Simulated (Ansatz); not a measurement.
Which YAML input does this script hand to the engine? (Ansatz 0.2.0, Python API)

`in3ge.py`
```python
"""In3Ge from an input typed as a mapping."""

from collections import Counter

import ansatz as az
import pandas as pd


def main() -> None:
    deck = {
        "crystal": {
            "lattice": [
                [0.0, 3.709068, 3.709068],
                [3.709068, 0.0, 3.709068],
                [3.709068, 3.709068, 0.0],
            ],
            "atoms": [
                {"symbol": "In", "position": [0.25, 0.25, 0.25]},
                {"symbol": "In", "position": [0.75, 0.75, 0.75]},
                {"symbol": "In", "position": [0.5, 0.5, 0.5]},
                {"symbol": "Ge", "position": [0.0, 0.0, 0.0]},
            ],
        },
        "kpoints": {"mp_grid": {"grid": [6, 6, 6]}},
        "hamiltonian": {"xc": "pbesol"},
        "scf": {"occupations": {"method": "fermi_dirac", "width": 0.15}},
        "output": {"forces": True},
    }

    outcome = az.Session.from_dict(deck).plan().execute()
    data = outcome.report

    print("%-22s %14.5f eV" % ("F = E - TS", data["free_energy_ev"]))
    print("%-22s %14.5f eV" % ("E", data["internal_energy_ev"]))
    print("%-22s %14.5f eV" % ("Harris-Foulkes", data["harris_foulkes_ev"]))
    print("%-22s %14.5f eV" % ("Fermi level", data["fermi_energy_ev"]))

    # forces, one row an atom
    table = pd.DataFrame(data["forces_ev_ang"], columns=["fx", "fy", "fz"])
    table.insert(0, "atom", [site["symbol"] for site in data["lattice"]["sites"]])
    print(table.round(4).to_string())

    used = data["setup"]
    print("cutoffs (eV):", used["ecut_ev"], used["ecutrho_ev"], " FFT grid:", used["fft_dense"])
    print("cell volume {:.3f} A^3, {} symmetry operations".format(used["cell_volume_ang3"], used["n_sym_ops"]))

    told = Counter((n["data"]["severity"], n["data"]["kind"]) for n in outcome.notices if n["event"] == "notice")
    for (severity, kind), count in sorted(told.items()):
        print(f"{severity:8s} {kind} x{count}")


if __name__ == "__main__":
    main()
```

`python in3ge.py` gives:
```text
DeckWarning: basis.ecutwfc = 420 eV, auto-derived from the records' recommended cutoffs: set by In (normal level)
F = E - TS               -20829.33947 eV
E                        -20829.21414 eV
Harris-Foulkes           -20829.33947 eV
Fermi level                   9.72622 eV
  atom   fx   fy   fz
0   In  0.0  0.0 -0.0
1   In  0.0  0.0 -0.0
2   In  0.0  0.0  0.0
3   Ge -0.0  0.0  0.0
cutoffs (eV): 420.0 1680.0  FFT grid: [36, 36, 36]
cell volume 102.053 A^3, 48 symmetry operations
audit    band_cg_iterations x1
audit    band_count_raised x1
audit    preconditioner_resolved x1
```
(Warnings from the package without file and line, repeats left out.)

`input.yaml`:
```yaml
crystal:
  lattice:
    - [0.0, 3.709068, 3.709068]
    - [3.709068, 0.0, 3.709068]
    - [3.709068, 3.709068, 0.0]
  atoms:
    - { symbol: In, position: [0.25, 0.25, 0.25] }
    - { symbol: In, position: [0.75, 0.75, 0.75] }
    - { symbol: In, position: [0.5, 0.5, 0.5] }
    - { symbol: Ge, position: [0.0, 0.0, 0.0] }
kpoints:
  mp_grid: { grid: [6, 6, 6] }
hamiltonian:
  xc: pbesol
scf:
  occupations: { method: fermi_dirac, width: 0.15 }
output:
  forces: true
```

On the command line:
```console
$ ansatz run input.yaml --threads 1 --pin off --max-ram 3072MiB --backend cpu --events-out ev --progress --plain --runs-dir out
band count auto-derived: 32 (N_el = 53.0; filled up to band 27; 31 by the electrons, moments and atoms)
Engine: ansatz 0.2.0, aarch64-unknown-linux-gnu
Pseudopotentials: kind: paw
Pseudopotential: In, paw, valence charge 13, recommended cutoff 420 eV (normal), In.paw.azcp
Pseudopotential: Ge, paw, valence charge 14, recommended cutoff 420 eV (normal), Ge.paw.azcp
Functional definition: PBEsol
  exchange = pbesol_x
  correlation = pbesol_c
Crystal: 4 atoms, lattice volume = 102.053 Å³
Basis set: ecut = 420 eV, 1989 PW (Γ), exchange–correlation on 72×72×72 points (8 copies of the dense FFT grid, shifted against one another)
Bands: 32, of which v1, the nominal top of the filled ones, is band 27 counted from 1 (26 counted from 0)
Symmetry: 48 space group operations
Space group: Fm-3m (ITA 225), of the structure as read, at distance tolerance 4.7e-5 Å
k-points: 16 of 216
Non-local potential: In, projectors of the file, l = 0: 2, l = 1: 2, l = 2: 2, l = 3: 2
Non-local potential: Ge, projectors of the file, l = 0: 2, l = 1: 2, l = 2: 3, l = 3: 1
PAW form: soft (Blöchl's): semilocal exchange-correlation on the pseudo side does not see the compensation charge
PAW frozen core: In, regenerated for the run's functional, and the local potential with it (the file was generated under x = pbe(κ = 0.804, μ = 0.2195149727645171), c = pbe(β = 0.06672455060314922))
PAW frozen core: Ge, regenerated for the run's functional, and the local potential with it (the file was generated under x = pbe(κ = 0.804, μ = 0.2195149727645171), c = pbe(β = 0.06672455060314922))
PAW one-centre angular grid: In, 590 points (default); XC on 64 Gauss nodes
PAW one-centre angular grid: Ge, 590 points (default); XC on 64 Gauss nodes
Initial density: superposition of atomic densities (neutral atoms: chi_scale 0, normalization atom), corrected by the library's trained network
Initial wavefunctions: pseudopotential atomic-orbital guess
Functional: x = pbesol(κ = 0.804, μ = 0.12345679012345678), c = pbesol(β = 0.046)
SCF iter   1: F=—  HF=-20829.347480 eV  |F-HF|=—  |Δ(HF+E_count)|=         —  Δρ=2.62e-3  dr2=6.97e-3  ethr=1.77e-3  ⟨swp⟩=8.9  Hψ=4806  notcnv=0  defer=6
automatic band count: the SCF goes on with 37 bands, as 32 were too few: the levels above may hold too much charge
preconditioner: auto → Kerker (q_TF=auto, 2.446 Å⁻¹)  [metal: Δε(μ)=0.127 eV  Ē_g=18.393 eV  σ=0.150 eV  W_gap=0.21  n_scr=26 (ndim 8)  ℏωp=26.8 eV  f_vac=0.000  D(μ)=1.63/eV (n_scr^D=14)]
SCF iter   2: F=—  HF=-20829.340378 eV  |F-HF|=—  |Δ(HF+E_count)|=   7.10e-3  Δρ=1.31e-3  dr2=2.03e-3  ethr=1.31e-5  ⟨swp⟩=2.4  Hψ=1066  notcnv=0  defer=4
SCF iter   3: F=—  HF=-20829.339534 eV  |F-HF|=—  |Δ(HF+E_count)|=   8.44e-4  Δρ=4.61e-4  dr2=1.12e-4  ethr=3.84e-6  ⟨swp⟩=2.0  Hψ=996  notcnv=0  defer=4
SCF iter   4: F=—  HF=-20829.339559 eV  |F-HF|=—  |Δ(HF+E_count)|=   2.50e-5  Δρ=3.69e-4  dr2=1.10e-4  ethr=2.12e-7  ⟨swp⟩=2.0  Hψ=1008  notcnv=0  defer=4
SCF iter   5: F=—  HF=-20829.339485 eV  |F-HF|=—  |Δ(HF+E_count)|=   7.44e-5  Δρ=1.85e-4  dr2=2.78e-5  ethr=2.08e-7  ⟨swp⟩=2.0  Hψ=934  notcnv=0  defer=4
SCF iter   6: F=—  HF=-20829.339470 eV  |F-HF|=—  |Δ(HF+E_count)|=   1.46e-5  Δρ=2.15e-5  dr2=3.73e-7  ethr=5.25e-8  ⟨swp⟩=2.0  Hψ=887  notcnv=0  defer=4
SCF iter   7: F=-20829.339470 eV  HF=-20829.339470 eV  |F-HF|=1.79e-8  |Δ(HF+E_count)|=   1.16e-7  Δρ=5.31e-6  dr2=2.00e-8  ethr=1.93e-10  ⟨swp⟩=4.5  Hψ=1902  notcnv=0
SCF 1 converged in 7 iterations: F = -20829.339470 eV  dr2 = 2.00e-8
  greatest PAW one-centre occupation: 0.998 electrons in one spin orbital (limit 2), on the Ge atom at site 3 (counted from 0), in its partial waves of l = 2
SCF converged after 7 iterations
Free energy (F): -20829.339470 eV
Harris-Foulkes:  -20829.339470 eV  (|F-HF|=1.79e-8)
Internal energy: -20829.214144 eV  (E = F + TS)
E sigma→0 (E₀):  -20829.276807 eV
Entropy (-TS):   -0.125326 eV (-31.332 meV/atom)
Fermi energy:    9.726219 eV
--- Per-component energies (eV) ---
  E_band       = -225.325881
  E_kinetic    = 832.411156
  E_local      = -5555.388282  (includes V_loc(G=0)·N_el)
  E_nonlocal   = 1518.210073
  E_hartree    = 2272.299673
  E_xc         = -715.866061
  E_vxc        = -364.134098  (∫ρ·V_xc dr)
  E_paw        = -14218.943397  (= ΣΔE_a)
  E_vpaw       = -1201.016986  (= ΣTr[D̂ρ^β])
  E_aug_tail   = 0.000347  (compensation charges beyond the density's cutoff)
  E_ewald      = -4963.563296
  E_core_change = 1.625644  (= ΣΔE_core)
  E_smearing   = -0.125326  (= −TS)
  E_closure    = -0.000000  (closes the sum)
  Σ components = -20829.339470   (vs F -20829.339470, Δ=0.00e0)
--- Forces (eV/Å), atoms counted from 1 ---
  atom   1  In     0.00000000     0.00000000    -0.00000000
  atom   2  In     0.00000000     0.00000000    -0.00000000
  atom   3  In     0.00000000     0.00000000     0.00000000
  atom   4  Ge    -0.00000000     0.00000000     0.00000000
  max |Σ_I F_I| component: 1.62e-17 eV/Å
```

Notes:
- Total energies depend on the potentials; only differences at equal settings carry meaning. A total without «per atom» is that of the cell as typed.
- The mesh is modest for a metal, so energies can be off by several to tens of meV an atom and pressures by half a GPa or more; differences at equal mesh fare better.
- Only differences from the Fermi energy are physical; the zero of the scale is a convention.
- A Fermi-Dirac width this large means warm electrons, whose thermal share enters the free energy.
- A gap by band count of zero or less means overlapping bands, a metal, and at an odd count of electrons it is no gap at all.
- The structure comes from a database of computed cells and needn't be a stable or known phase.
- It ran for 3.9 s on 1 thread of Arm Neoverse V2 (shared host), peak memory 0.48 GiB.

(Lines on the test bed's own set-up are left out of the output.)
